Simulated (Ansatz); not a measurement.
# LiMg: the cost of one run

Computed with Ansatz 0.2.0 (DFT, r2SCAN, PAW with Ansatz's default frozen-core files, scalar-relativistic, unless a step's input says otherwise).

1 further run of the same task is left out (set aside as unsound or not needed).

## (1) The starting structure

The structure is tetragonal, space group P4/mmm (No. 123). Conventional cell: a = 3.378 Å, b = 3.378 Å, c = 3.553 Å, α = 90.00°, β = 90.00°, γ = 90.00°. Li (site symmetry 4/mmm) has 8 Mg at 2.98 Å and 4 Li at 3.38 Å as nearest neighbours. Around Mg (site symmetry 4/mmm) lie 8 Li at 2.98 Å and 4 Mg at 3.38 Å.

As a file:

```
CELL_PARAMETERS angstrom
3.37819 0.00000 0.00000
0.00000 3.37819 0.00000
0.00000 0.00000 3.55261
ATOMIC_POSITIONS crystal
Li 0.00000 0.00000 0.00000
Mg 0.50000 0.50000 0.50000
```

Atoms are numbered in the order of the input: Li1, Mg2.

## (2) Shortest bond scaled by 1, PAW

Input file input.yaml:

```yaml
crystal:
  lattice:
    - [3.378185, 0.0, 0.0]
    - [0.0, 3.378185, 0.0]
    - [0.0, 0.0, 3.55261]
  atoms:
    - { symbol: Li, position: [0.0, 0.0, 0.0] }
    - { symbol: Mg, position: [0.5, 0.5, 0.5] }
kpoints:
  mp_grid: { grid: [9, 9, 9] }
scf:
  occupations: { method: fermi_dirac, width: 0.05 }
hamiltonian:
  xc: r2scan
  pseudopotentials: { kind: paw }
output:
  forces: true
  stress: true
  eigenvalues: true
  efg: { contact_densities: true }
  populations: true
```

The run is started by

```console
ansatz run input.yaml --threads 1 --pin off --max-ram 2048MiB --backend cpu --events-out ev --progress --plain --runs-dir out
```

What time and memory should one allow on 1 thread of AMD EPYC 7R13 (Zen 3), shared host?

About 4.5 s, with a peak of 0.45 GiB.
